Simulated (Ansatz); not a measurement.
# GeH₃O (doublet): wave-function methods side by side at a displaced geometry (v1), cc-pVDZ

The task here is to estimate one member of a computed series from the others.

The runs use Ansatz 0.2.0, Gaussian basis; cc-pVDZ, core rule «outside noble gas», up to 15 orbitals frozen.

To be run: UHF; CCSD(T) on ROHF; CCSD(T) on UHF; BCCD(T) on ROHF; CISD; CCSDT(Q) on ROHF; CCSDT(Q) on UHF.

22 further runs of the same task are left out: 8 that didn't finish, 14 set aside as unsound or not needed.

### The geometry

The geometry is a PBE0/def2-TZVP stationary point (not a proven minimum) with its atoms shifted at random (size 0.040 Å). No spin-orbit coupling is included. The filled d shell of Ge may be among the frozen orbitals whatever the setting's name suggests; the logs give the count.

5 atoms, charge 0, spin multiplicity 2.

Atoms are counted from 1 here; the program's logs count them from 0.

Bond lengths: Ge1–O2 1.796 Å, Ge1–H3 1.532 Å, Ge1–H4 1.498 Å, O2–H5 1.002 Å. Angles: O2–Ge1–H3 106.5°, O2–Ge1–H4 103.9°, H3–Ge1–H4 112.2°, Ge1–O2–H5 115.8°.

Coordinates:

```xyz
5

Ge   -0.0342   -0.0117    0.3276
O     0.0808    0.0960   -1.4614
H     0.7995   -1.2269    0.7456
H     0.5647    1.2757    0.8057
H    -0.1841   -0.7283   -1.9652
```

The first run:

in.yaml

```yaml
crystal:
  periodic: [false, false, false]
  atoms:
    - {symbol: Ge, position_ang: [-0.034180, -0.011712, 0.327618]}
    - {symbol: O, position_ang: [0.080838, 0.095981, -1.461367]}
    - {symbol: H, position_ang: [0.799498, -1.226866, 0.745584]}
    - {symbol: H, position_ang: [0.564723, 1.275696, 0.805703]}
    - {symbol: H, position_ang: [-0.184092, -0.728329, -1.965178]}
basis:
  gaussian: {orbitals: cc-pVDZ}
magnetization: {spin_polarized: true, initial_magnetization: 1}
hamiltonian: {xc: hf}
output: {orbitals: {seedname: orbitals}}
```

Command:

```bash
ansatz run in.yaml --threads 1 --pin off --events-out ev --progress --plain --max-ram 2393MiB
```

Steps of the session up to this table: UHF; CCSD(T) on ROHF; CCSD(T) on UHF; BCCD(T) on ROHF; CISD; CCSDT(Q) on ROHF; CCSDT(Q) on UHF.

One table of the session follows, with a row left open; its other results are not shown here.

It belongs to the step «Misses and costs». 

| method | from UCCSDT(Q) (meV) |
| --- | --- |
| ROHF | +8409.0 |
| UHF | +8364.3 |
| RMP2 | +838.3 |
| UMP2 | +829.9 |
| RCCSD | +224.8 |
| UCCSD | +220.9 |
| RCCSD(T) | ? |
| UCCSD(T) | +41.1 |
| BCCD(T) | +42.7 |
| RCCSDT | +25.4 |
| UCCSDT | +22.1 |
| RCCSDT(Q) | +5.5 |
| UCCSDT(Q) | 0 |

**Question.** Estimate the row for RCCSD(T).

The run gave: from UCCSDT(Q) (meV): +44.4. In the column «from UCCSDT(Q) (meV)» it lies between BCCD(T) (+42.7) and UCCSD (+220.9).

Not comparable, so not listed: CISD (they don't share determinant, frozen orbitals or solution with the rows shown, or repeat one).

Caveats from the session: Restricted and unrestricted rows rest on different reference determinants; where their highest levels disagree by more than a few hundredths of an eV, they describe different states and don't form one ladder.
